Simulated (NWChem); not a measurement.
**SiF4 (silicon tetrafluoride) at 6 levels**

We compute a comparison of 6 runs (HF/STO-3G, HF/3-21G, B3LYP/6-31G*, PBE0/def2-TZVP, MP2/6-311G**) of SiF4 (silicon tetrafluoride). 

Program for the calculation: NWChem 7.3.0.

## 1. Starting point

SiF4: 5 atoms, total charge 0, spin state singlet. As SMILES, `F[Si](F)(F)F`. Geometry: relaxed at PBE0-D4/def2-TZVP.

Bond lengths: F1–Si2 1.562 Å, Si2–F3 1.562 Å, Si2–F4 1.562 Å, Si2–F5 1.562 Å. Angles: F1–Si2–F3 109.5°, F1–Si2–F4 109.5°, F1–Si2–F5 109.5°, F3–Si2–F4 109.5°, F3–Si2–F5 109.5°, F4–Si2–F5 109.5°.

## 2. Energy and forces at HF/STO-3G (run 1)

Input file mymol.xyz:

```xyz
5
F4Si
F      0.143200    -0.791930     1.338460
Si     0.000000     0.000000     0.000000
F     -1.047100     1.144420     0.181750
F     -0.477230    -0.967810    -1.129040
F      1.381130     0.615320    -0.391170
```

Input file run.py:

```python
from ase.io import read
from ase.calculators.nwchem import NWChem

mol = read('mymol.xyz')

calc = NWChem(
    label='mymol',
    theory='scf',
    memory='2200 mb',
    basis='STO-3G',
    basispar='spherical bse',
    scf={'nopen': '0', 'rhf': None, 'thresh': '1e-08', 'maxiter': '80'},
)
mol.calc = calc

forces = mol.get_forces()
e = mol.get_potential_energy()
print(f"E = {e:.6f} eV")
print("forces (eV/A):")
for s, f in zip(mol.symbols, forces):
    print(f"{s:2s} {f[0]:10.5f} {f[1]:10.5f} {f[2]:10.5f}")
print("dipole (e A):", mol.get_dipole_moment().round(4))
```

Launch:

```sh
$ export ASE_NWCHEM_COMMAND="nwchem PREFIX.nwi > PREFIX.nwo"
$ python run.py
```

What it wrote:

```text
E = -18445.113271 eV
forces (eV/A):
F     0.08958   -0.49504    0.83653
Si    0.00010    0.00021   -0.00005
F    -0.65429    0.71518    0.11344
F    -0.29835   -0.60493   -0.70561
F     0.86297    0.38453   -0.24431
dipole (e A): [ 0.  0. -0.]
```

The calculator wrote mymol.nwi:

```
title "mymol"

permanent_dir mymol

scratch_dir mymol

start mymol

geometry units angstrom nocenter noautosym noautoz
  F  1.4319999999999999e-01 -7.9193000000000002e-01 1.3384600000000000e+00
  Si 0.0000000000000000e+00 0.0000000000000000e+00 0.0000000000000000e+00
  F  -1.0470999999999999e+00 1.1444200000000000e+00 1.8174999999999999e-01
  F  -4.7722999999999999e-01 -9.6780999999999995e-01 -1.1290400000000000e+00
  F  1.3811300000000000e+00 6.1531999999999998e-01 -3.9117000000000002e-01
end

memory 2200 mb

basis spherical bse noprint
   * library STO-3G
end

scf
  nopen 0
  rhf
  thresh 1e-08
  maxiter 80
end

task scf gradient
```

mymol.nwo, cut to the lines that bear on the results:

```text
[...]
      One-electron energy =  -1494.498840366264
[... 1 line left out ...]
 Nuclear repulsion energy =    271.610959198987
[... 37 lines left out ...]
                       ROHF Final Molecular Orbital Analysis
[... 173 lines left out ...]
     1   1 0 0      0.000000      0.000000      0.000000
[...]
  wavefunction    =   RHF
                         RHF ENERGY GRADIENTS
    atom               coordinates                        gradient
                 x          y          z           x          y          z
   1 F       0.270609  -1.496531   2.529323   -0.001742   0.009627  -0.016268
   2 Si      0.000000   0.000000   0.000000   -0.000002  -0.000004   0.000001
   3 F      -1.978732   2.162640   0.343458    0.012724  -0.013908  -0.002206
   4 F      -0.901834  -1.828896  -2.133576    0.005802   0.011764   0.013722
   5 F       2.609957   1.162786  -0.739204   -0.016782  -0.007478   0.004751
[...]
```

Run time: 2.1 s. Hardware: 1 thread of AMD EPYC 7B13 (Zen 3), shared host; peak memory 0.099 GiB.

## 3. Energy and gradient at HF/3-21G (run 2)

Input file run.py:

```python
from ase import Atoms
from ase.calculators.nwchem import NWChem

atoms = Atoms(['F', 'Si', 'F', 'F', 'F'], positions=[
    [0.143200, -0.791930, 1.338460],
    [0.000000, -0.000000, -0.000000],
    [-1.047100, 1.144420, 0.181750],
    [-0.477230, -0.967810, -1.129040],
    [1.381130, 0.615320, -0.391170],
])

calc = NWChem(
    label='m1',
    theory='scf',
    memory='2200 mb',
    basis='3-21G',
    basispar='spherical bse',
    scf={'nopen': '0', 'rhf': None, 'thresh': '1e-08', 'maxiter': '80'},
)
atoms.calc = calc

forces = atoms.get_forces()
print("Total energy (eV):", round(atoms.get_potential_energy(), 6))
print("forces (eV/A):")
for s, f in zip(atoms.symbols, forces):
    print(f"{s:2s} {f[0]:10.5f} {f[1]:10.5f} {f[2]:10.5f}")
print("dipole (e A):", atoms.get_dipole_moment().round(4))
```

Launch:

```sh
$ export ASE_NWCHEM_COMMAND="nwchem PREFIX.nwi > PREFIX.nwo"
$ python run.py
```

What it wrote:

```text
Total energy (eV): -18592.727923
forces (eV/A):
F     0.10932   -0.60406    1.02078
Si    0.00010    0.00026   -0.00005
F    -0.79838    0.87268    0.13848
F    -0.36407   -0.73811   -0.86101
F     1.05307    0.46923   -0.29815
dipole (e A): [ 0.  0. -0.]
```

The calculator wrote m1.nwi:

```
title "m1"

permanent_dir m1

scratch_dir m1

start m1

geometry units angstrom nocenter noautosym noautoz
  F  1.4319999999999999e-01 -7.9193000000000002e-01 1.3384600000000000e+00
  Si 0.0000000000000000e+00 -0.0000000000000000e+00 -0.0000000000000000e+00
  F  -1.0470999999999999e+00 1.1444200000000000e+00 1.8174999999999999e-01
  F  -4.7722999999999999e-01 -9.6780999999999995e-01 -1.1290400000000000e+00
  F  1.3811300000000000e+00 6.1531999999999998e-01 -3.9117000000000002e-01
end

memory 2200 mb

basis spherical bse noprint
   * library 3-21G
end

scf
  nopen 0
  rhf
  thresh 1e-08
  maxiter 80
end

task scf gradient
```

m1.nwo, cut to the lines that bear on the results:

```text
[...]
      One-electron energy =  -1493.504738416417
[... 1 line left out ...]
 Nuclear repulsion energy =    271.610959198987
[... 43 lines left out ...]
                       ROHF Final Molecular Orbital Analysis
[... 208 lines left out ...]
     1   1 0 0      0.000000      0.000000      0.000000
[...]
  wavefunction    =   RHF
                         RHF ENERGY GRADIENTS
    atom               coordinates                        gradient
                 x          y          z           x          y          z
   1 F       0.270609  -1.496531   2.529323   -0.002126   0.011747  -0.019851
   2 Si      0.000000   0.000000   0.000000   -0.000002  -0.000005   0.000001
   3 F      -1.978732   2.162640   0.343458    0.015526  -0.016971  -0.002693
   4 F      -0.901834  -1.828896  -2.133576    0.007080   0.014354   0.016744
   5 F       2.609957   1.162786  -0.739204   -0.020479  -0.009125   0.005798
[...]
```

Wall time 2.2 s (1 thread of AMD EPYC 7B13 (Zen 3), shared host); peak memory 0.099 GiB.

Runs 3 to 4 aren't shown in full; the table further down has their settings and results.

## 4. Energy and gradient at PBE0/def2-TZVP (run 5)

Input file f4si.nw:

```
echo
start f4si
memory total 2200 mb

geometry units angstrom noautosym nocenter noautoz
  F     0.143200   -0.791930    1.338460
  Si    0.000000    0.000000    0.000000
  F    -1.047100    1.144420    0.181750
  F    -0.477230   -0.967810   -1.129040
  F     1.381130    0.615320   -0.391170
end

basis spherical bse
  * library def2-TZVP
end

dft
  xc pbe0
  grid fine
  convergence energy 1e-08
  iterations 100
  mulliken
  print medium
end

task dft gradient
```

Launch:

```sh
$ nwchem f4si.nw > f4si.out
```

What it wrote:

```text
[...]
          Wavefunction type:  closed shell.
          No. of atoms     :     5
          No. of electrons :    50
[...]
          Charge           :     0
          Spin multiplicity:     1
[...]
          AO basis - number of functions:   161
[...]
              XC Information
              --------------
                         PBE0 Method XC Functional
                     Hartree-Fock (Exact) Exchange  0.250
          PerdewBurkeErnzerhof Exchange Functional  0.750
            Perdew 1991 LDA Correlation Functional  1.000 local
           PerdewBurkeErnz. Correlation Functional  1.000 non-local
[...]
 d= 0,ls=0.0,diis     1   -688.7184500569 -9.60D+02  6.23D-03  1.51D+00     5.2
[...]
 d= 0,ls=0.0,diis     7   -688.8366479204 -6.57D-09  1.79D-07  1.53D-09    30.9
         Total DFT energy =     -688.836647920388
      One electron energy =    -1499.586548614115
           Coulomb energy =      601.702827547561
    Exchange-Corr. energy =      -62.563886052821
 Nuclear repulsion energy =      271.610959198988
[...]
      Total Density - Mulliken Population Analysis
     ---------------------------------------------
    Atom       Charge   Shell Charges
 -----------   ------   -------------------------------------------------------
    1 F    9     9.26   0.77  1.20  0.61  0.99  0.33  2.28  2.18  0.90  0.00  0.01  0.00
    2 Si  14    12.96   2.00  0.57  1.40  0.70  0.04  4.13  1.69  0.63  0.65  0.09  0.50  0.34  0.22
    3 F    9     9.26   0.77  1.20  0.61  0.99  0.33  2.28  2.18  0.90  0.00  0.01  0.00
    4 F    9     9.26   0.77  1.20  0.61  0.99  0.33  2.28  2.18  0.90  0.00  0.01  0.00
    5 F    9     9.26   0.77  1.20  0.61  0.99  0.33  2.28  2.18  0.90  0.00  0.01  0.00
[...]
  wavefunction    = closed shell
                         DFT ENERGY GRADIENTS
    atom               coordinates                        gradient
                 x          y          z           x          y          z
   1 F       0.270609  -1.496531   2.529323   -0.000007   0.000032  -0.000052
   2 Si      0.000000   0.000000   0.000000   -0.000000  -0.000003   0.000002
   3 F      -1.978732   2.162640   0.343458    0.000038  -0.000044  -0.000006
   4 F      -0.901834  -1.828896  -2.133576    0.000020   0.000038   0.000043
   5 F       2.609957   1.162786  -0.739204   -0.000051  -0.000024   0.000013
[...]
```

Run time: 44 s. Hardware: 1 thread of AMD EPYC 7B13 (Zen 3), shared host; peak memory 0.14 GiB.

## 5. Energy and gradient at MP2/6-311G(d,p) (run 6)

Input file f4si.nw:

```
echo
START f4si
TITLE "F4Si"
memory 2200 mb
GEOMETRY units atomic noautosym nocenter noautoz
  F   0.27060878 -1.49653081  2.52932283
  Si  0.00000000  0.00000000  0.00000000
  F  -1.97873223  2.16264037  0.34345772
  F  -0.90183400 -1.82889584 -2.13357638
  F   2.60995744  1.16278628 -0.73920417
END
BASIS spherical bse
  * library 6-311G**
END
SCF
  singlet
  rhf
  thresh 1e-08
  maxiter 80
  noprint "final vectors analysis"
END
MP2
  freeze core 9
  tight
END
TASK mp2 gradient
```

Launch:

```sh
$ nwchem f4si.nw > f4si.out
```

What it wrote:

```text
[...]
  functions       =    98
[...]
  wavefunction    = RHF
[...]
         Total SCF energy =   -687.066152591339
      One-electron energy =  -1498.690084020810
      Two-electron energy =    540.012991756673
 Nuclear repulsion energy =    271.610939672797
        Time for solution =      9.0s
[...]
          Total MP2 energy          -687.968980832450
[...]
                         mp2 ENERGY GRADIENTS
    atom               coordinates                        gradient
                 x          y          z           x          y          z
   1 F       0.270609  -1.496531   2.529323   -0.001231   0.006798  -0.011487
   2 Si      0.000000   0.000000   0.000000   -0.000001  -0.000004   0.000001
   3 F      -1.978732   2.162640   0.343458    0.008984  -0.009820  -0.001557
   4 F      -0.901834  -1.828896  -2.133576    0.004097   0.008306   0.009689
   5 F       2.609957   1.162786  -0.739204   -0.011849  -0.005280   0.003354
[...]
```

Run time: 25 s. Hardware: 1 thread of AMD EPYC 7B13 (Zen 3), shared host; peak memory 0.39 GiB.

## 6. The series

```csv
run,level,iteration cap,module,energy (Eh),dipole moment (D),HOMO energy (eV),LUMO energy (eV),wall time
1,HF/STO-3G,80,scf,-677.845416,0.00,-12.04,12.14,2.1 s
2,HF/3-21G,80,scf,-683.270154,0.00,-18.20,4.72,2.2 s
3,B3LYP/6-31G* (spherical functions),100,dft,-689.099094,0.00,-11.92,0.44,14 s
4,B3LYP/6-31G* (Cartesian functions),100,dft,-689.107545,0.00,-11.94,0.38,14 s
5,PBE0/def2-TZVP,100,dft,-688.836648,0.00,-12.77,0.52,44 s
6,MP2/6-311G**,80,mp2,-687.968981,0.00,–,–,25 s
```

## 7. Summary of results

```
                                                      quantity          value
                                           run 6: total energy  -687.96898 Eh
run 6: dipole moment (of the density that the program reports)         0.00 D
            run 6: correlation energy (9 core orbitals frozen)     -902.8 mEh
                               run 6: largest force on an atom     0.689 eV/Å
```

**Reading.** Over runs 1, 2, 3, 4, 5 the HOMO–LUMO gap runs from 12.32 eV (B3LYP/6-31G*) to 24.17 eV (HF/STO-3G). The two ends differ in method and basis. Totals of different functionals can't be ranked against each other. In run 1 the basis is minimal, so the values are rough. All runs together took 1.7 min, the longest 44 s.
